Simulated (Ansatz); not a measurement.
# CoC: the crystal squeezed far

One table from this session's results is given with a row withheld; the runs are named, their logs left out.

Method: DFT, PBEsol, PAW with Ansatz's default frozen-core files, scalar-relativistic, in Ansatz 0.2.0.

2 further runs of the same task are left out: 1 that didn't finish, 1 set aside as unsound or not needed.

## Starting point

It takes space group Pm-3m (No. 221, cubic). Conventional cell: a = 2.714 Å, b = 2.714 Å, c = 2.714 Å, α = 90.00°, β = 90.00°, γ = 90.00°. Co (site symmetry m-3m) is surrounded by 8 C at 2.35 Å. C (site symmetry m-3m) has 8 Co at 2.35 Å as nearest neighbours.

Structure file:

```cif
data_structure
_symmetry_space_group_name_H-M 'Pm-3m'
_symmetry_Int_Tables_number 221
_cell_length_a 2.7144
_cell_length_b 2.7144
_cell_length_c 2.7144
_cell_angle_alpha 90.000
_cell_angle_beta 90.000
_cell_angle_gamma 90.000
_cell_volume 20.00
loop_
_atom_site_label
_atom_site_type_symbol
_atom_site_symmetry_multiplicity
_atom_site_Wyckoff_symbol
_atom_site_fract_x
_atom_site_fract_y
_atom_site_fract_z
_atom_site_occupancy
Co1 Co 1 a 0.00000 0.00000 0.00000 1
C1 C 1 b 0.50000 0.50000 0.50000 1
```

The file gives the conventional cell by its symmetry; the runs use the cell typed in the input.

Whether this phase is the stable one at these pressures isn't tested.

Atoms are numbered in the order of the input: Co1, C2.

The first run:

File input.yaml:

```yaml
crystal:
  lattice:
    - [2.7144176166, 0.0, 0.0]
    - [0.0, 2.7144176166, 0.0]
    - [0.0, 0.0, 2.7144176166]
  atoms:
    - { symbol: Co, position: [0.0, 0.0, 0.0], spin: 1.7 }
    - { symbol: C, position: [0.5, 0.5, 0.5] }
magnetization:
  spin_polarized: true
kpoints:
  mp_grid: { grid: [14, 14, 14] }
scf:
  occupations: { method: fermi_dirac, width: 0.05 }
hamiltonian:
  xc: pbesol
  pseudopotentials: { kind: paw }
output:
  forces: true
  stress: true
relax:
  f_tol: 0.005
  max_steps: 40
  cell: {}
```

Launch:

```bash
ansatz run input.yaml --threads 1 --pin off --max-ram 3072MiB --backend cpu --events-out ev --progress --plain --runs-dir out
```

Among the steps run: Cell relaxed at zero pressure, PAW; Volume scaled by 1, PAW; Volume scaled by 0.88, PAW; Volume scaled by 0.78, PAW; Volume scaled by 0.68, PAW; Volume scaled by 0.58, PAW; Volume scaled by 0.5, PAW; Volume scaled by 0.43, PAW; Volume scaled by 0.43, PAW (cutoff 250 eV).

One table of the session follows, with a row left open; its other results are not shown here.

| method | volume over the first | volume (Å³/atom) | pressure (GPa) | moment Co1 (μB) | moment C2 (μB) |
| --- | --- | --- | --- | --- | --- |
| PAW | 1 | ? | ? | ? | ? |
| PAW | 0.88 | 6.554 | 56.68 | 0.64 | 0.07 |
| PAW | 0.78 | 5.810 | 143.63 | 0.55 | 0.06 |
| PAW | 0.68 | 5.065 | 300.79 | 0.39 | 0.05 |
| PAW | 0.58 | 4.320 | 595.73 | 0.00 | 0.00 |
| PAW | 0.5 | 3.724 | 1036.63 | 0.00 | 0.00 |
| PAW | 0.43 | 3.203 | 1719.03 | 0.00 | 0.00 |
| PAW (cutoff 250 eV) | 0.43 | 3.203 | 1732.98 | 0.00 | 0.00 |

Estimate the missing values for PAW, 1.

As computed: volume (Å³/atom): 7.448; pressure (GPa): 0.01; moment Co1 (μB): 0.72; moment C2 (μB): 0.06. In the column «volume (Å³/atom)» it is the highest.

Caveats from the session: Warnings in the runs' records: seeded moment not kept, cutoff below recommended.
